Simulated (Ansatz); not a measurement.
# Sc: the cost of one run

Computed with Ansatz 0.2.0 (DFT PBEsol, scalar-relativistic, plane waves, PAW, unless a step's input says otherwise).

### 1 The structure to begin with

The structure is tetragonal, space group P4/nmm (No. 129). Conventional cell: a = 5.423 Å, b = 5.423 Å, c = 3.435 Å, α = 90.00°, β = 90.00°, γ = 90.00°. Around Sc (site symmetry -4m2) lie 10 Sc at 3.15 to 3.44 Å. Sc (site symmetry 4mm) is surrounded by 10 Sc at 3.15 to 3.44 Å.

Structure file:

```cif
data_structure
_symmetry_space_group_name_H-M 'P 1'
_symmetry_Int_Tables_number 1
_cell_length_a 5.4227
_cell_length_b 5.4227
_cell_length_c 3.4352
_cell_angle_alpha 90.000
_cell_angle_beta 90.000
_cell_angle_gamma 90.000
_cell_volume 101.01
loop_
_atom_site_label
_atom_site_type_symbol
_atom_site_fract_x
_atom_site_fract_y
_atom_site_fract_z
_atom_site_occupancy
Sc1 Sc 0.50000 0.50000 0.00000 1
Sc2 Sc 0.00000 0.00000 0.00000 1
Sc3 Sc 0.50000 0.00000 0.53266 1
Sc4 Sc 0.00000 0.50000 0.46734 1
```

The structure comes from the Materials Project (structure only).

### 2 A change within the space group

Against the listed cell: strain xx, yy, zz, yz, xz, xy = -1.6, -1.6, +1.4, +0.0, +0.0, +0.0 %; atoms moved by 0.10 Å root mean square, at most 0.14 Å.

File input.yaml:

```yaml
crystal:
  lattice:
    - [5.3360216375, 0.0, 0.0]
    - [0.0, 5.3360216375, 0.0]
    - [0.0, 0.0, 3.4833675881]
  atoms:
    - { symbol: Sc, position: [0.5, 0.5, 0.0] }
    - { symbol: Sc, position: [0.0, 0.0, 0.0] }
    - { symbol: Sc, position: [0.5, 0.0, 0.4914957684] }
    - { symbol: Sc, position: [0.0, 0.5, 0.5085042316] }
basis:
  ecutwfc: 420
kpoints:
  mp_grid: { grid: [8, 8, 12] }
hamiltonian:
  xc: pbesol
scf:
  occupations: { method: gaussian, width: 0.1 }
output:
  forces: true
  stress: true
  eigenvalues: true
```

On the command line:

```bash
> ansatz run input.yaml --threads 1 --pin off --max-ram 1331MiB --backend cpu --events-out ev --progress --plain --runs-dir out
```

**Question.** How long does this run take on 1 thread of an x86-64 CPU, shared host, and how much memory does it need?

About 16 s, with a peak of 0.54 GiB.
